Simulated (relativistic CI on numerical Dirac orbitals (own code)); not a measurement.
**Te V (Te⁴⁺): levels and lines**

What are the lowest levels and the strongest lines of Te⁴⁺? One CI run answers it. Configurations built on the next ion are tied to the tabulated ionisation energy.

The numbers are computed with relativistic CI on numerical Dirac orbitals (own code) version 3 (Dirac-Coulomb-Breit CI, KLI orbitals optimised for each configuration, model QED (radiative potential, 1s self-energy scaled to tabulated hydrogen-like ionisation energies), valence Slater integrals scaled by 0.85, P86 correlation estimate, and configurations built on the next ion tied to the tabulated ionisation energy (semi-empirical)), except any that are marked as measured or tabulated.

**1. The atom as given**

| Quantity | Value |
| --- | --- |
| ion | Te⁴⁺ (Te V) |
| nuclear charge | 52 |
| electrons | 48 |
| isotope | A = 130 |
| first configuration typed | [Kr] 4d10 5s2 |

Outer shells as boxes (Hund's rule):

first configuration typed
```
[Kr] core
4d [↑↓][↑↓][↑↓][↑↓][↑↓]
5s [↑↓]
```

**2. CI with the chosen configurations**

The run's settings:

```ini
atom Te  Z=52  charge=4  electrons=48
nucleus A=130  rms_radius_fm=4.7423
hamiltonian dirac-coulomb  breit=on  qed=on  c_scale=1
orbitals kli  potential=per-configuration
slater_scale 0.85
correlation anchor
mixing on
configurations
  [Kr] 4d10 5s2
  [Kr] 4d10 5s 5d
  [Kr] 4d10 5s 6s
  [Kr] 4d10 5s 6p
  [Kr] 4d10 5s 5p
  [Kr] 4d10 5s 6d
  [Kr] 4d10 5s 7s
  [Kr] 4d10 5s 5f
  [Kr] 4d10 5s 6f
  [Kr] 4d10 5p2
  [Kr] 4d10 5d2
  [Kr] 4d10 5s 5g
  [Kr] 4d10 5p 5d
  [Kr] 4d10 4f2
  [Kr] 4d10 4f 5s
  [Kr] 4d10 4f 5p
  [Kr] 4d10 5f2
  [Kr] 4d10 5p 5f
  [Kr] 4d9 4f 5s2
  [Kr] 4d10 5g2
  [Kr] 4d10 5p 6s
  [Kr] 4d10 5s 7p
  [Kr] 4d10 5p 5g
  [Kr] 4d9 5s 5p2
end
```

On the command line:

```console
$ python run_levels.py task.json out
```

The settings of every run stand in task.json; they run in order.

Q: Predict the outcome of this session. Wanted: lowest level; first excitation; lowest level of the other parity; fastest E1 line; mean error of paired levels.

The runs gave:

```
                                                                        quantity                      value
                                                                    lowest level                    5s2 1S0
                                                                first excitation     5s 5p 3P°0, 84600 cm⁻¹
                                                lowest level of the other parity     5s 5p 3P°0, 84600 cm⁻¹
                                                             levels in the model                        226
fastest E1 line (by rate) to the lowest level among the lowest 142 of 226 levels  81.90 nm, from 5s 5p 1P°1
                                                     mean error of paired levels           6540 cm⁻¹ over 9
```

5s2 1S0 comes out lowest; its LS label holds 98 % and its jj label 98 %; over the low levels the means are 92 and 88 %, so both schemes do about equally well. Only configurations built on the next ion are tied to the tabulated ionisation energy; the others can be misplaced by 10,000 cm⁻¹ or more. Lifetimes count radiative decay inside the model alone.
